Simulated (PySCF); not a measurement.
# B3Cl2H4N: the cost of one run

Programs: PySCF 2.14.0, with density-fitted response routines of our own. Each step states its level of theory. These are calculated values for one molecule in the gas phase, unless marked as measured. Atoms are numbered from 0 throughout.

## Step 1: Starting geometry

10 atoms, charge 0, multiplicity 1; geometry from: GFN2-xTB. The atoms were then displaced at random by about 0.01 Å, so the start is not that level's minimum.

Bonds of the start (Å): B0–N1 1.38, N1–B2 1.40, B2–B3 1.72, B3–Cl4 1.72, B3–Cl5 1.71, B0–H6 1.18, B0–H7 1.19, N1–H8 1.00, B2–H9 1.18.

## Step 2: Geometry optimisation at PBE0-D3(BJ)/def2-SVP

Job settings and geometry (Å):

```
{"job": {"xc": "PBE0", "basis": "def2-SVP", "d3": "d3bj", "grid": 1, "shake": 0.01, "kind": "geom"}, "charge": 0, "multiplicity": 1}
B     -1.538670     0.461630     0.292720
N     -0.873480    -0.675030    -0.134060
B      0.502440    -0.841490    -0.318490
B      1.658640     0.397760    -0.028550
Cl     2.125930     1.484290    -1.275560
Cl     2.386450     0.615250     1.508910
H     -2.715500     0.457460     0.381650
H     -0.927200     1.454630     0.530180
H     -1.447030    -1.472240    -0.313020
H      0.878860    -1.903180    -0.664850
```

Run with:

```sh
$ OMP_NUM_THREADS=1 python probes_run.py task.json out
```

This one command runs all jobs of the session in turn.

**Question.** How long does this first job take on 1 thread of Arm Neoverse V1, shared host, and how much memory does it need?

About 29 s, with a peak of 0.52 GiB.
